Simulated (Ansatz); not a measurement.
**quartet C2H2FSi at 6 levels**

Wanted: a comparison of 6 runs (UHF/def2-SVPD, U-r2SCAN/def2-SVPD, U-wB97M-V/def2-SVPD, UBLYP/def2-SVPD, UPBE0/def2-SVPD, UCCSD/def2-SVPD) of quartet C2H2FSi. 

The results are computed with Ansatz 0.2.0.

46 further runs of the same task are left out: 46 set aside as unsound or not needed.

### Step 1. The structure to begin with

C2H2FSi: 6 atoms, total charge 0, spin state quartet. As SMILES of the parent species, `C#C[SiH]F`. Geometry: relaxed at PBE0-D4/def2-TZVP. That shape belongs to the parent species and isn't relaxed for this state.

Bond lengths: C1–C2 1.209 Å, C2–Si3 1.806 Å, Si3–F4 1.599 Å, C1–H5 1.066 Å, Si3–H6 1.485 Å. Angles: C1–C2–Si3 173.2°, C2–Si3–F4 109.8°, C2–C1–H5 179.1°, C2–Si3–H6 111.2°, F4–Si3–H6 108.3°.

### Step 2. A single-point energy at UHF/def2-SVPD (run 1)

input.yaml

```yaml
crystal:
  periodic: [false, false, false]
  atoms:
    - symbol: C
      position_ang: [0.118100, -0.680000, -1.605700]
    - symbol: C
      position_ang: [0.120400, -0.213700, -0.490100]
    - symbol: Si
      position_ang: [0.338300, 0.466700, 1.168800]
    - symbol: F
      position_ang: [-0.478000, -0.412300, 2.226800]
    - symbol: H
      position_ang: [0.100300, -1.089200, -2.590300]
    - symbol: H
      position_ang: [-0.157100, 1.864400, 1.244300]
basis:
  gaussian:
    orbitals: def2-SVPD
magnetization:
  spin_polarized: true
  initial_magnetization: 3
hamiltonian:
  xc: hf
accuracy: high
output: {orbitals: {seedname: orbitals}}
```

Run with:

```
$ ansatz run input.yaml --threads 1 --pin off --max-ram 3480MiB --events-out events.jsonl --progress --plain --runs-dir runs
```

What it wrote:

```text
Warning: RAYON_NUM_THREADS=1 ignored (pool sized by the plan → 1); use --threads N
Functional definition: HF
  name "HF"
  exchange = exact_x
  correlation = 0
1967 factors; integrals over basis functions are off by at most 3.7e-9 eV
mean field evaluation 1: about -12645.7567 eV, gradient 2.1e1 eV
mean field evaluation 2: about -12645.7650 eV, gradient 2.1e1 eV
mean field evaluation 4: about -12648.9613 eV, gradient 3.7e0 eV
mean field evaluation 8: about -12649.3354 eV, gradient 4.0e-1 eV
mean field evaluation 16: about -12649.3626 eV, gradient 2.9e-8 eV
mean field evaluation 32: about -12649.0127 eV, gradient 4.6e-1 eV
mean field evaluation 64: about -12644.9694 eV, gradient 6.1e0 eV
mean field evaluation 96: about -12648.6733 eV, gradient 3.4e0 eV
mean field evaluation 128: about -12649.0133 eV, gradient 1.3e0 eV
mean field evaluation 160: about -12649.3626 eV, gradient 7.7e-4 eV
mean field -12649.36259481 eV, -464.8555013134 hartree, gradient 2.5e-8 eV, S^2 3.794952; 3 other end points of the search recorded, 0 dependent functions left out
reference -12649.36259481 eV, -464.8555013134 hartree; 20, 17 occupied and 83, 86 virtual orbitals, 1967 factors
Total energy: -12649.36259481 eV, -464.8555013134 hartree
```

Run time: 16 s. Hardware: 1 thread of Arm Neoverse V1, shared host; peak memory 0.33 GiB.

### Step 3. A single-point energy at U-r2SCAN/def2-SVPD (run 2)

job.yaml

```yaml
crystal:
  periodic: [false, false, false]
  atoms:
    - {symbol: C, position_ang: [0.118100, -0.680000, -1.605700]}
    - {symbol: C, position_ang: [0.120400, -0.213700, -0.490100]}
    - {symbol: Si, position_ang: [0.338300, 0.466700, 1.168800]}
    - {symbol: F, position_ang: [-0.478000, -0.412300, 2.226800]}
    - {symbol: H, position_ang: [0.100300, -1.089200, -2.590300]}
    - {symbol: H, position_ang: [-0.157100, 1.864400, 1.244300]}
basis:
  gaussian: {orbitals: def2-SVPD}
output: {orbitals: {seedname: orbitals}}
accuracy: high
hamiltonian: {xc: r2scan}
magnetization: {spin_polarized: true, initial_magnetization: 3}
```

Run with:

```
$ ansatz run job.yaml --threads 1 --pin off --max-ram 3480MiB --events-out events.jsonl --progress --plain --runs-dir runs
```

What it wrote:

```text
Warning: RAYON_NUM_THREADS=1 ignored (pool sized by the plan → 1); use --threads N
Functional definition: r2SCAN
  name "r2SCAN"
  parameter k0 = 0.174
  parameter k1 = 0.065
  parameter a1 = 4.9479
  exchange = r2scan_x(k0 = k0, k1 = k1, a1 = a1)
  correlation = r2scan_c
1967 factors; integrals over basis functions are off by at most 3.7e-9 eV
mean field evaluation 1: about -12669.0415 eV, gradient 5.0e1 eV
mean field evaluation 2: about -12535.0428 eV, gradient 1.2e2 eV
mean field evaluation 4: about -12683.9826 eV, gradient 1.7e1 eV
mean field evaluation 8: about -12685.4062 eV, gradient 3.8e-1 eV
mean field evaluation 16: about -12685.4128 eV, gradient 2.1e-2 eV
mean field evaluation 32: about -12685.4129 eV, gradient 5.1e-6 eV
mean field -12685.41285012 eV, -466.1803237604 hartree, gradient 3.6e-8 eV, S^2 3.764409; 2 other end points of the search recorded, 0 dependent functions left out
reference -12685.41285386 eV, -466.1803238978 hartree; 20, 17 occupied and 83, 86 virtual orbitals, 1967 factors
Total energy: -12685.41285386 eV, -466.1803238978 hartree
```

Wall time 42 s (1 thread of Arm Neoverse V1, shared host); peak memory 0.43 GiB.

Run 3 isn't shown in full; the table further down has it.

### Step 4. The energy at UBLYP/def2-SVPD (run 4)

input.yaml

```yaml
crystal:
  periodic: [false, false, false]
  atoms:
    - {symbol: C, position_ang: [0.118100, -0.680000, -1.605700]}
    - {symbol: C, position_ang: [0.120400, -0.213700, -0.490100]}
    - {symbol: Si, position_ang: [0.338300, 0.466700, 1.168800]}
    - {symbol: F, position_ang: [-0.478000, -0.412300, 2.226800]}
    - {symbol: H, position_ang: [0.100300, -1.089200, -2.590300]}
    - {symbol: H, position_ang: [-0.157100, 1.864400, 1.244300]}
basis:
  gaussian:
    orbitals: def2-SVPD
magnetization:
  spin_polarized: true
  initial_magnetization: 3
hamiltonian:
  xc: {name: BLYP}
accuracy: high
output: {orbitals: {seedname: orbitals}}
```

Run with:

```
$ ansatz run input.yaml --threads 1 --pin off --max-ram 3480MiB --events-out events.jsonl --progress --plain --runs-dir runs
```

What it wrote:

```text
Warning: RAYON_NUM_THREADS=1 ignored (pool sized by the plan → 1); use --threads N
Functional definition: BLYP
  name "BLYP"
  parameter beta = 0.0042
  parameter a = 0.04918
  parameter b = 0.132
  parameter c = 0.2533
  parameter d = 0.349
  exchange = b88_x(beta = beta)
  correlation = lyp_c(a = a, b = b, c = c, d = d)
1967 factors; integrals over basis functions are off by at most 3.7e-9 eV
mean field evaluation 1: about -12665.7102 eV, gradient 5.8e1 eV
mean field evaluation 2: about -12409.6619 eV, gradient 1.5e2 eV
mean field evaluation 4: about -12683.6580 eV, gradient 2.7e1 eV
mean field evaluation 8: about -12687.3492 eV, gradient 2.6e-1 eV
mean field evaluation 16: about -12687.3482 eV, gradient 4.7e-3 eV
mean field evaluation 32: about -12687.3482 eV, gradient 2.6e-7 eV
mean field -12687.34823394 eV, -466.2514478038 hartree, gradient 5.4e-8 eV, S^2 3.755635; 5 other end points of the search recorded, 0 dependent functions left out
reference -12687.34828689 eV, -466.2514497496 hartree; 20, 17 occupied and 83, 86 virtual orbitals, 1967 factors
Total energy: -12687.34828689 eV, -466.2514497496 hartree
```

Run time: 21 s. Hardware: 1 thread of Arm Neoverse V1, shared host; peak memory 0.34 GiB.

Run 5 isn't shown in full; the table further down has it.

### Step 5. The energy at UCCSD/def2-SVPD (run 6)

molecule.yaml

```yaml
crystal:
  periodic: [false, false, false]
  atoms:
    - {symbol: C, position_ang: [0.118100, -0.680000, -1.605700]}
    - {symbol: C, position_ang: [0.120400, -0.213700, -0.490100]}
    - {symbol: Si, position_ang: [0.338300, 0.466700, 1.168800]}
    - {symbol: F, position_ang: [-0.478000, -0.412300, 2.226800]}
    - {symbol: H, position_ang: [0.100300, -1.089200, -2.590300]}
    - {symbol: H, position_ang: [-0.157100, 1.864400, 1.244300]}
basis:
  gaussian:
    orbitals: def2-SVPD
magnetization:
  spin_polarized: true
  initial_magnetization: 3
correlation:
  method: ccsd
  frozen_orbitals: {C: 1, F: 1, H: 0, Si: 5}
accuracy: high
scf:
  omitted_lower_state_checks: [cluster_reference, increment]
```

Run with:

```
$ ansatz run molecule.yaml --threads 1 --pin off --max-ram 3480MiB --events-out events.jsonl --progress --plain --runs-dir runs
```

What it wrote:

```text
Warning: RAYON_NUM_THREADS=1 ignored (pool sized by the plan → 1); use --threads N
[... 15 lines left out ...]
8 core orbitals not correlated: weight in the atoms' cores, before any rotation towards them, 1.000 or more for the frozen orbitals, at most 0.000 for the correlated occupied ones
[... 47 lines left out ...]
Total energy: -12663.45254908 eV, -465.3732975823 hartree
Checks for a lower state left out: cluster_reference, increment
```

Wall time 2.6 min (1 thread of Arm Neoverse V1, shared host); peak memory 1.5 GiB.

### Step 6. The series

```csv
run,level,frozen core orbitals,energy (Eh),HOMO energy (eV),⟨S²⟩,wall time
1,UHF/def2-SVPD,–,-464.855501,-6.80,3.795,16 s
2,U-r2SCAN/def2-SVPD,–,-466.180324,-3.26,3.764,42 s
3,U-wB97M-V/def2-SVPD,–,-466.202793,-5.86,3.757,4.1 min
4,UBLYP/def2-SVPD,–,-466.251450,-2.75,3.756,21 s
5,UPBE0/def2-SVPD,–,-465.977279,-4.06,3.760,29 s
6,UCCSD/def2-SVPD,8,-465.373298,–,3.795,2.6 min
```

### Step 7. What came out

| quantity | value |
| --- | --- |
| run 6: total energy | -465.37330 Eh |
| run 6: correlation energy (8 core orbitals frozen) | -517.8 mEh |
| run 6: ⟨S²⟩ of the reference determinant | 3.795 |
| run 6: T1 diagnostic | 0.021 |

**Reading.** Totals of different functionals can't be ranked against each other. All runs together took 8.5 min, the longest 4.1 min.
